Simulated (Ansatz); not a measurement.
# CH7AlGeO: a ladder of functionals and wavefunction methods

How much do the methods differ for CH7AlGeO? The plan is to run it at one geometry with functionals of several rungs and with coupled cluster. The yardstick is the atomisation energy at the CCSD(T) limit.

The runs use Ansatz 0.2.0, Gaussian basis; functionals in def2-TZVPP, the program's frozen cores in correlated methods.

Plan: PBE-D4, r2SCAN-D4, PBE0-D4, B3LYP-D4, ωB97X-V, ωB97M-V, B2PLYP; CCSD(T)/def2-TZVPP; MP2/def2-QZVPP; extrapolation to the limit.

## Step 1: The relaxed structure

All runs share one geometry, relaxed beforehand with PBE0-D4 in a triple-zeta def2 set.

SMILES `C[O][GeH2][AlH2]`, 11 atoms, charge 0, spin multiplicity 1.

Atoms are counted from 1 here; the program's logs count them from 0.

Bond lengths: C1–O2 1.402 Å, C1–H5 1.093 Å, C1–H6 1.099 Å, C1–H7 1.101 Å, O2–Ge3 1.796 Å, Ge3–Al4 2.496 Å, Ge3–H8 1.553 Å, Ge3–H9 1.541 Å, Al4–H10 1.587 Å, Al4–H11 1.588 Å. Angles: O2–C1–H5 108.3°, O2–C1–H6 112.2°, O2–C1–H7 112.5°, H5–C1–H6 108.0°, H5–C1–H7 107.7°, H6–C1–H7 108.0°, C1–O2–Ge3 117.1°, O2–Ge3–Al4 110.6°, O2–Ge3–H8 107.0°, O2–Ge3–H9 103.1°, Al4–Ge3–H8 113.3°, Al4–Ge3–H9 114.5°, H8–Ge3–H9 107.6°, Ge3–Al4–H10 120.5°, Ge3–Al4–H11 119.7°, H10–Al4–H11 119.8°.

## Step 2: PBE-D4 (GGA)

The input, in.yaml:

```yaml
crystal:
  periodic: [false, false, false]
  atoms:
    - {symbol: C, position_ang: [-0.954767, 1.537936, -0.294266]}
    - {symbol: O, position_ang: [0.405968, 1.286243, -0.520822]}
    - {symbol: Ge, position_ang: [1.161446, -0.037077, 0.430257]}
    - {symbol: Al, position_ang: [0.147363, -2.238543, -0.165444]}
    - {symbol: H, position_ang: [-1.274163, 2.333969, -0.971903]}
    - {symbol: H, position_ang: [-1.150143, 1.869206, 0.735514]}
    - {symbol: H, position_ang: [-1.584180, 0.657002, -0.492626]}
    - {symbol: H, position_ang: [0.993844, 0.329589, 1.930162]}
    - {symbol: H, position_ang: [2.657324, 0.093855, 0.082655]}
    - {symbol: H, position_ang: [-1.119259, -2.311547, -1.119060]}
    - {symbol: H, position_ang: [0.781866, -3.577533, 0.406235]}
basis:
  gaussian: {orbitals: def2-TZVPP}
hamiltonian: {xc: pbe, dispersion: d4}
output: {forces: true, orbitals: {seedname: orbitals}}
```

Run with:

```sh
$ ansatz run in.yaml --threads 4 --pin off --events-out ev --progress --plain --max-ram 10444MiB
```

After this run come: r2SCAN-D4 (meta-GGA); PBE0-D4 (hybrid); B3LYP-D4 (hybrid); ωB97X-V (range-separated); ωB97M-V (range-separated); B2PLYP (double hybrid); CCSD(T) in def2-TZVPP; MP2 in def2-QZVPP.

Q: Predict the results of all the runs planned. Wanted: atomisation energy, CCSD(T)/CBS; farthest; mean size of error, hybrid; mean size of error, range-separated; gap, smallest and largest; T1 diagnostic; triples share of the correlation energy.

As calculated:

| quantity | value |
| --- | --- |
| atomisation energy, CCSD(T)/CBS | 3384.5 kJ/mol |
| functionals within 33.8 kJ/mol (1.0 %) | PBE-D4, r2SCAN-D4, B3LYP-D4, ωB97X-V, ωB97M-V |
| farthest | B2PLYP (-59.5 kJ/mol) |
| mean size of error, hybrid | 37.0 kJ/mol |
| mean size of error, range-separated | 14.1 kJ/mol |
| gap, smallest and largest | 2.84 eV (PBE-D4), 9.04 eV (ωB97X-V) |
| T1 diagnostic | 0.0122 |
| triples share of the correlation energy | 3.4 % |

What this shows: PBE-D4 misses by -6.8 kJ/mol. Double hybrids carry the basis error of their MP2 part in triple zeta, and no dispersion term here, so their miss is partly the set-up's. The reference freezes the cores and leaves out relativity and excitations past (T), and its outer-core shells are covered unevenly, so misses under about 33.8 kJ/mol can't be ranked. Hartree-Fock recovers 72 % of the binding; the rest is correlation. The gap grows from 2.8 to 9.0 eV across the functionals, mostly with the share of exact exchange. Correlated methods include outer-core shells of Ge, which these sets cover unevenly.
